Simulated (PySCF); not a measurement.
# BrFO2S: magnetic properties

Aim: compute the magnetic properties of BrFO2S (`O=S(=O)(F)Br`).

Programs: PySCF 2.14.0, with routines of our own; each step states its level. All values are computed. Atoms count from 0.

## 1. The system as given

5 atoms, charge 0, multiplicity 1; geometry from: GFN2-xTB.

## 2. Magnetic properties: GIAO PBE/aug-pcSseg-1

What the job is given:

```
{"job": {"kind": "mag", "xc": "PBE", "basis": "aug-pcSseg-1", "isotopologues": 2}, "charge": 0, "multiplicity": 1}
O     -0.488284     1.419753    -0.336692
S     -0.165312     0.056210    -0.176077
O     -0.459470    -0.941733    -1.128436
F     -0.791416    -0.427010     1.240574
Br     1.913104    -0.104368     0.383446
```

With the program's defaults for keys left out, this is: GIAO PBE/aug-pcSseg-1 magnetisability, rotational g tensor and spin-rotation constants, non-relativistic, gas phase.

Started as:

```sh
OMP_NUM_THREADS=1 python excited_run.py task.json out
```

The driver reads the jobs from task.json and runs them one after another.

The log of the run:

```text
coarse grid: 29312 points
cycle   1  E = -3221.1957388881  dE =  3.543e-01  |g| = 1.554e+00  |ddm| = 3.156e+00
cycle   2  E = -3218.9128587440  dE =  2.283e+00  |g| = 3.600e+00  |ddm| = 4.013e+00
cycle   3  E = -3221.4050468914  dE = -2.492e+00  |g| = 7.204e-01  |ddm| = 3.660e+00
cycle   4  E = -3221.4756176278  dE = -7.057e-02  |g| = 4.663e-01  |ddm| = 8.465e-01
cycle   5  E = -3221.5084171282  dE = -3.280e-02  |g| = 9.592e-02  |ddm| = 3.326e-01
cycle   6  E = -3221.5097670053  dE = -1.350e-03  |g| = 3.953e-02  |ddm| = 1.375e-01
cycle   7  E = -3221.5101411592  dE = -3.742e-04  |g| = 1.094e-02  |ddm| = 6.341e-02
cycle   8  E = -3221.5101704784  dE = -2.932e-05  |g| = 1.725e-03  |ddm| = 1.492e-02
cycle   9  E = -3221.5101712527  dE = -7.743e-07  |g| = 4.859e-04  |ddm| = 2.390e-03
final grid: 58840 points
cycle  10  E = -3221.5102618131  dE =  2.348e-07  |g| = 1.247e-03  |ddm| = 1.853e-03
cycle  11  E = -3221.5102599526  dE =  1.861e-06  |g| = 3.331e-03  |ddm| = 4.004e-03
cycle  12  E = -3221.5102620967  dE = -2.144e-06  |g| = 4.187e-04  |ddm| = 2.829e-03
cycle  13  E = -3221.5102621324  dE = -3.565e-08  |g| = 6.733e-05  |ddm| = 3.801e-04
cycle  14  E = -3221.5102621330  dE = -6.548e-10  |g| = 9.060e-06  |ddm| = 6.313e-05
converged SCF energy = -3221.5102621330

Magnetisability tensor (1e-30 J/T^2)
     -995.32       10.81      -39.12
       10.81     -816.16       -1.81
      -39.12       -1.81     -812.83
isotropic -874.77   principal values   -1003.91   -816.89   -803.52
isotropic susceptibility -52.680 1e-6 cm^3/mol

Inertial axes            a          b          c
rot. const./GHz      4.8670     1.7861     1.7575
chi total           -60.455    -48.390    -49.194
chi diamagnetic    -301.768   -652.199   -655.695
chi paramagnetic    241.312    603.809    606.500
quadrupole/D A        3.711     -0.216     -3.495
g nuclear            0.4939     0.4772     0.4741
g electronic        -0.5518    -0.5067    -0.5008
g total             -0.0579    -0.0294    -0.0267

Spin-rotation constants (kHz, H = +C I.J)
atom  isotope        aa         bb         cc
  3    19F       15.587      2.393      7.316
  4   79Br        2.154      8.854      8.187
  0    17O*      -1.416     -0.704     -0.636
  1    33S*       2.347      0.842      0.457
* in the singly substituted isotopologue

Isotopologues: g along a, b, c
18O   at 0                 -0.0557    -0.0284    -0.0266
34S   at 1                 -0.0578    -0.0292    -0.0265
```

Wall time 19 s (1 thread of Arm Neoverse V2, shared host); peak memory 0.53 GiB.

Key values:

```
              quantity                      value
       magnetisability            -875·10⁻³⁰ J/T²
  molar susceptibility         -52.7·10⁻⁶ cm³/mol
rotational g (a, b, c)  -0.0579, -0.0294, -0.0267
```

The fields below are evaluated on a grid from the run's orbitals.

Frontier orbitals at PBE/aug-pcSseg-1, with the share of their density that lies nearest to each atom:

```
orbital  energy (eV)                           lies on
   HOMO        -8.13  Br4 71 %; O0, O2 about 14 % each
   LUMO        -3.88         Br4 47 %; S1 26 %; F3 9 %
```

ELF in a plane through or near 2 of the atoms.

Ten even steps from '0' (0.00) to '9' (0.88):
```
0000000000000000000000000000
0000000000000000000000000000
0000000000000000000000000000
0000000000000123321000000000
0000001110002578764100000000
0000135662004899998410000000
0001357885103897699520000000
0002479998412685598520000000
0002589778635678875210000000
0002585333667312542000000000
0002585324767321542000000000
0002589768635678875210000000
0002479998412685498520000000
0001357885103896699520000000
0000135662004899998410000000
0000001110002578764100000000
0000000000000123321000000000
0000000000000000000000000000
0000000000000000000000000000
0000000000000000000000000000
```
The map spans 9.1 Å across and 7.7 Å up, centred on the molecule. Atoms in the plane (x, y in Å): O0 (0.7, 1.3), O2 (0.7, -1.2).

log10 of the density (e/Å³) in the same plane.

Ten even steps from '0' (-4.0) to '9' (1.0):
```
0000000000000000000000000000
0000000000000111111000000000
0000000000011223322100000000
0000011222223444444221000000
0001223333334566665432000000
0022344454446778876543100000
0123445555556789987543100000
0234556776666789987543100000
1234567887767788876543100000
1245678998777888776432100000
1245678998777888776432100000
1234567887767788876543100000
0234556776666789987543100000
0123445555556789987543100000
0022344454445678876543100000
0001223333334566665432000000
0000011222223444444221000000
0000000000011222322100000000
0000000000000111111000000000
0000000000000000000000000000
```
The map spans 9.1 Å across and 7.7 Å up, centred on the molecule. Atoms in the plane (x, y in Å): O0 (0.7, 1.3), O2 (0.7, -1.2).

On the surface of density 0.002 e/bohr³ the electrostatic potential runs, from the 1st to the 99th percentile, from -0.49 V near O0 to 1.61 V near Br4.

## 3. Magnetic properties: GIAO LDA/pcSseg-1 in dimethylsulfoxide

What the job is given:

```
{"job": {"kind": "mag", "xc": "LDA", "basis": "pcSseg-1", "solvent": "dimethylsulfoxide"}, "charge": 0, "multiplicity": 1}
O     -0.488284     1.419753    -0.336692
S     -0.165312     0.056210    -0.176077
O     -0.459470    -0.941733    -1.128436
F     -0.791416    -0.427010     1.240574
Br     1.913104    -0.104368     0.383446
```

With the program's defaults for keys left out, this is: GIAO LDA/pcSseg-1 magnetisability, non-relativistic, IEF-PCM dimethylsulfoxide.

The log of the run:

```text
coarse grid: 29312 points
cycle   1  E = -3215.4253384626  dE =  3.333e-01  |g| = 1.572e+00  |ddm| = 2.773e+00
cycle   2  E = -3213.6652590571  dE =  1.760e+00  |g| = 3.298e+00  |ddm| = 3.278e+00
cycle   3  E = -3215.6583246403  dE = -1.993e+00  |g| = 6.222e-01  |ddm| = 2.878e+00
cycle   4  E = -3215.7062080685  dE = -4.788e-02  |g| = 3.863e-01  |ddm| = 5.663e-01
cycle   5  E = -3215.7273688204  dE = -2.116e-02  |g| = 8.680e-02  |ddm| = 2.462e-01
cycle   6  E = -3215.7284342703  dE = -1.065e-03  |g| = 1.749e-02  |ddm| = 6.712e-02
cycle   7  E = -3215.7284883213  dE = -5.405e-05  |g| = 8.544e-03  |ddm| = 2.590e-02
cycle   8  E = -3215.7285041632  dE = -1.584e-05  |g| = 1.282e-03  |ddm| = 1.009e-02
cycle   9  E = -3215.7285044574  dE = -2.942e-07  |g| = 2.577e-04  |ddm| = 1.666e-03
final grid: 58840 points
cycle  10  E = -3215.7285744470  dE =  1.475e-08  |g| = 5.521e-04  |ddm| = 9.229e-04
cycle  11  E = -3215.7285742400  dE =  2.070e-07  |g| = 1.230e-03  |ddm| = 1.500e-03
cycle  12  E = -3215.7285744985  dE = -2.586e-07  |g| = 1.509e-04  |ddm| = 9.662e-04
cycle  13  E = -3215.7285745023  dE = -3.714e-09  |g| = 4.230e-05  |ddm| = 1.269e-04
cycle  14  E = -3215.7285745026  dE = -3.201e-10  |g| = 1.002e-05  |ddm| = 3.198e-05
converged SCF energy = -3215.7285745026

Magnetisability tensor (1e-30 J/T^2)
    -1003.40       11.49      -41.26
       11.49     -820.90       -2.29
      -41.26       -2.29     -816.43
isotropic -880.24   principal values   -1012.70   -821.80   -806.23
isotropic susceptibility -53.009 1e-6 cm^3/mol

Inertial axes            a          b          c
rot. const./GHz      4.8670     1.7861     1.7575
chi total           -60.983    -48.555    -49.490
chi diamagnetic    -302.152   -652.468   -655.582
chi paramagnetic    241.169    603.913    606.092
quadrupole/D A        4.059     -0.066     -3.992
```

Run time: 4.5 s. Hardware: 1 thread of Arm Neoverse V2, shared host; peak memory 0.56 GiB.

Key values:

```
            quantity               value
     magnetisability     -880·10⁻³⁰ J/T²
molar susceptibility  -53.0·10⁻⁶ cm³/mol
```

## 4. Magnetic properties: GIAO BHandHLYP/pcseg-1

What the job is given:

```
{"job": {"kind": "mag", "xc": "BHandHLYP", "basis": "pcseg-1"}, "charge": 0, "multiplicity": 1}
O     -0.488284     1.419753    -0.336692
S     -0.165312     0.056210    -0.176077
O     -0.459470    -0.941733    -1.128436
F     -0.791416    -0.427010     1.240574
Br     1.913104    -0.104368     0.383446
```

Method: GIAO BHandHLYP/pcseg-1 magnetisability, rotational g tensor and spin-rotation constants, non-relativistic, gas phase.

The log of the run:

```text
coarse grid: 29312 points
cycle   1  E = -3221.8107489290  dE =  4.831e-01  |g| = 1.070e+00  |ddm| = 3.075e+00
cycle   2  E = -3221.6165553788  dE =  1.942e-01  |g| = 1.501e+00  |ddm| = 2.192e+00
cycle   3  E = -3222.0363629077  dE = -4.198e-01  |g| = 1.047e-01  |ddm| = 1.286e+00
cycle   4  E = -3222.0379754519  dE = -1.613e-03  |g| = 5.258e-02  |ddm| = 1.129e-01
cycle   5  E = -3222.0384761628  dE = -5.007e-04  |g| = 7.789e-03  |ddm| = 3.907e-02
cycle   6  E = -3222.0384879719  dE = -1.181e-05  |g| = 2.407e-03  |ddm| = 9.030e-03
cycle   7  E = -3222.0384894938  dE = -1.522e-06  |g| = 6.428e-04  |ddm| = 3.509e-03
final grid: 58840 points
cycle   8  E = -3222.0385311598  dE = -7.395e-08  |g| = 5.876e-04  |ddm| = 1.553e-03
cycle   9  E = -3222.0385311569  dE =  2.893e-09  |g| = 6.408e-04  |ddm| = 1.384e-03
cycle  10  E = -3222.0385312555  dE = -9.862e-08  |g| = 7.080e-05  |ddm| = 6.880e-04
cycle  11  E = -3222.0385312566  dE = -1.114e-09  |g| = 2.420e-05  |ddm| = 8.022e-05
cycle  12  E = -3222.0385312568  dE = -1.960e-10  |g| = 5.298e-06  |ddm| = 3.903e-05
converged SCF energy = -3222.0385312568

Magnetisability tensor (1e-30 J/T^2)
    -1033.64        9.88      -35.60
        9.88     -873.48       -0.65
      -35.60       -0.65     -873.10
isotropic -926.74   principal values   -1041.72   -873.81   -864.69
isotropic susceptibility -55.810 1e-6 cm^3/mol

Inertial axes            a          b          c
rot. const./GHz      4.8670     1.7861     1.7575
chi total           -62.730    -52.076    -52.622
chi diamagnetic    -303.089   -653.482   -656.624
chi paramagnetic    240.358    601.406    604.002
quadrupole/D A        3.955     -0.039     -3.916
g nuclear            0.4939     0.4772     0.4741
g electronic        -0.5496    -0.5046    -0.4987
g total             -0.0557    -0.0274    -0.0246

Spin-rotation constants (kHz, H = +C I.J)
atom  isotope        aa         bb         cc
  3    19F       13.989      1.801      6.461
  4   79Br        1.520      8.501      7.913
  0    17O*      -1.218     -0.609     -0.559
  1    33S*       2.374      0.858      0.487
* in the singly substituted isotopologue
```

Wall time 6.7 s (1 thread of Arm Neoverse V2, shared host); peak memory 0.55 GiB.

Key values:

```csv
quantity,value
magnetisability,-927·10⁻³⁰ J/T²
molar susceptibility,-55.8·10⁻⁶ cm³/mol
"rotational g (a, b, c)","-0.0557, -0.0274, -0.0246"
```

## 5. The levels compared

| level | ξ (10⁻³⁰ J/T²) | g(a) | g(b) | gap (eV) | functions | time |
| --- | --- | --- | --- | --- | --- | --- |
| GIAO PBE/aug-pcSseg-1 | -875 | -0.0579 | -0.0294 | 4.25 | 161 | 19 s |
| GIAO BHandHLYP/pcseg-1 | -927 | -0.0557 | -0.0274 | 9.05 | 87 | 6.7 s |

## 6. Results

```
                                              quantity                      value
       magnetisability (step 2, GIAO PBE/aug-pcSseg-1)            -875·10⁻³⁰ J/T²
  molar susceptibility (step 2, GIAO PBE/aug-pcSseg-1)         -52.7·10⁻⁶ cm³/mol
rotational g (a, b, c) (step 2, GIAO PBE/aug-pcSseg-1)  -0.0579, -0.0294, -0.0267
                 surface potential, 1st and 99th percentile         -0.49 V and 1.61 V
                       magnetisability over the levels    -927 to -875·10⁻³⁰ J/T²
```

What this shows: Steps that list no spin-orbit terms leave them out, which matters at and beside the heavy atoms. By nearest atom (PBE/aug-pcSseg-1), the HOMO sits on Br4 71 %; O0, O2 about 14 % each and the LUMO on Br4 47 %; S1 26 %. The magnetisability spreads by 5.8 % over 2 levels, from GIAO BHandHLYP/pcseg-1 (6.7 s) to GIAO PBE/aug-pcSseg-1 (19 s); the runs took 6.7 s to 19 s. Two levels can agree by chance, so this spread shows no convergence. Vibrational averaging and real surroundings are missing from these values.
